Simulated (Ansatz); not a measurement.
Working through relaxations under a series of pressures of Sr2SeS, space group R-3m

Computed with the Python package of Ansatz (0.2.0).

Input file `sr2ses.xyz`:
```text
4
Lattice="2.17815287 1.25755715 7.12217248 -2.17815287 1.25755715 7.12217248 0.0 -2.51511429 7.12217248" Properties=species:S:1:pos:R:3 pbc="T T T"
Sr   -0.00000000   -0.00000000    5.28146274
Sr   -0.00000000   -0.00000000   16.08505469
Se    0.00000000    0.00000000    0.00000000
S     0.00000000    0.00000000   10.68325871
```

Interactive session:
```pycon
>>> import ansatz as az
>>> import numpy as np
>>> import pandas as pd
>>> def edges_and_angles(cell):
...     cell = np.asarray(cell)
...     a, b, c = np.linalg.norm(cell, axis=1)
...     cosines = cell[1] @ cell[2] / (b * c), cell[0] @ cell[2] / (a * c), cell[0] @ cell[1] / (a * b)
...     return (a, b, c, *np.degrees(np.arccos(cosines)))
...
>>> crystal = az.Crystal.from_extxyz("sr2ses.xyz")
>>> [site.symbol for site in crystal.resolved().sites]
['Sr', 'Sr', 'Se', 'S']
>>> job = (
...     crystal.calculation()
...     .functional("PBEsol")
...     .kpoints(6, 6, 6)
...     .occupations("Methfessel-Paxton", width=0.02)
... )
>>> # H = F + PV, with 1 GPa A^3 = 1/160.21766 eV
>>> rows = []
>>> for pressure in [0, 5, 10, 20]:
...     res = job.relax(cell=True, pressure=pressure, force_tolerance=0.005).run(threads=1)
...     cell = res.lattice.cell_ang
...     n_atoms = len(res.lattice.sites)
...     volume = abs(np.linalg.det(cell)) / n_atoms
...     enthalpy = res.report["free_energy_ev"] / n_atoms + pressure * volume / 160.21766
...     rows.append((pressure, volume, enthalpy, *edges_and_angles(cell)))
...     print(f"{pressure} GPa done: {volume:.4f} A^3/atom")
...
DeckWarning: basis.ecutwfc = 420 eV, auto-derived from the records' recommended cutoffs: set by Sr (normal level)
0 GPa done: 28.1256 A^3/atom
5 GPa done: 25.8393 A^3/atom
10 GPa done: 24.2565 A^3/atom
20 GPa done: 22.0806 A^3/atom
>>> table = pd.DataFrame(rows, columns=["P_GPa", "V_A3_atom", "H_eV_atom", "a", "b", "c", "alpha", "beta", "gamma"])
>>> table.round(4)
   P_GPa  V_A3_atom  H_eV_atom       a       b       c    alpha     beta    gamma
0      0    28.1256 -3325.5151  7.4537  7.4537  7.4537  33.5239  33.5239  33.5239
1      5    25.8393 -3324.6757  7.2454  7.2454  7.2454  33.5286  33.5286  33.5286
2     10    24.2565 -3323.8952  7.0932  7.0932  7.0932  33.5375  33.5375  33.5375
3     20    22.0806 -3322.4541  6.8704  6.8704  6.8704  33.5695  33.5695  33.5695
>>> p, v = np.array([row[0] for row in rows], float), np.array([row[1] for row in rows])
>>> print("mean bulk modulus between rows (GPa):", np.round(-np.diff(p) / np.diff(np.log(v)), 1))
mean bulk modulus between rows (GPa): [ 59.   79.1 106.4]
```

The volume falls from 28.13 Å³ an atom at 0 GPa to 22.08 at 20 GPa, by 21.5 %. Between 0 and 5 GPa, -V dP/dV is about 59 GPa, a mean over that step.

Absolute energies stand on the zero of these potentials, so only differences at equal settings mean something. At a fixed pressure a relaxation lowers the enthalpy F + PV, while F alone can rise. Edges and angles are those of the cell as typed, here a primitive one, not of the conventional cell. The structure comes from a database of computed cells and needn't be a stable or known phase. Warnings are shown shortened and without file and line. Symmetry holds the cell in this phase, whether or not it is the stable one at each pressure. It ran for 2.3 min on 1 thread of Arm Neoverse V1, on a shared host, peak memory 0.55 GiB.
